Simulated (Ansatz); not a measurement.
# BF3H: the cost of one run

Program: Ansatz 0.2.0. Level of theory: UKS B3LYP-D4/6-31G*. These are calculated values, not measurements.

## 1. The starting structure

Bond lengths: B1–F3 1.320 Å, B1–F4 1.320 Å. Angles: F3–B1–F4 120.0°.

Coordinates:

```xyz
5

B     0.0000    0.0000    0.0000
H     0.0000    0.0000    1.4400
F     1.1431    0.0000   -0.6600
F    -1.1431    0.0000   -0.6600
F     0.0000    0.0000    2.6600
```

## 2. A restrained relaxation towards end A

Springs on the bonds that form and break draw the guess towards this end; the thresholds are loose.

input.yaml

```yaml
crystal:
  periodic: [false, false, false]
  atoms:
    - { symbol: B, position_ang: [0.0, 0.0, 0.0] }
    - { symbol: H, position_ang: [0.0, 0.0, 1.44] }
    - { symbol: F, position_ang: [1.1431, 0.0, -0.66] }
    - { symbol: F, position_ang: [-1.1431, 0.0, -0.66] }
    - { symbol: F, position_ang: [0.0, 0.0, 2.66] }
magnetization:
  spin_polarized: true
  initial_magnetization: 1
basis:
  gaussian: { orbitals: "6-31G*" }
hamiltonian:
  xc: b3lyp
  dispersion: d4
relax:
  f_tol: 0.15
  max_steps: 25
  restrain:
    - { distance: [1, 4], at: 2.12, k: 30.0 }
    - { distance: [0, 1], at: 1.19, k: 30.0 }
```

Started as:

```sh
$ ansatz run input.yaml --threads 1 --pin off --max-ram 2048MiB --backend cpu --events-out ev --progress --plain --runs-dir out
```

**Question.** How long does this run take on 1 thread of Arm Neoverse V2, shared host, and how much memory does it need?

About 20 s, with a peak of 0.14 GiB.
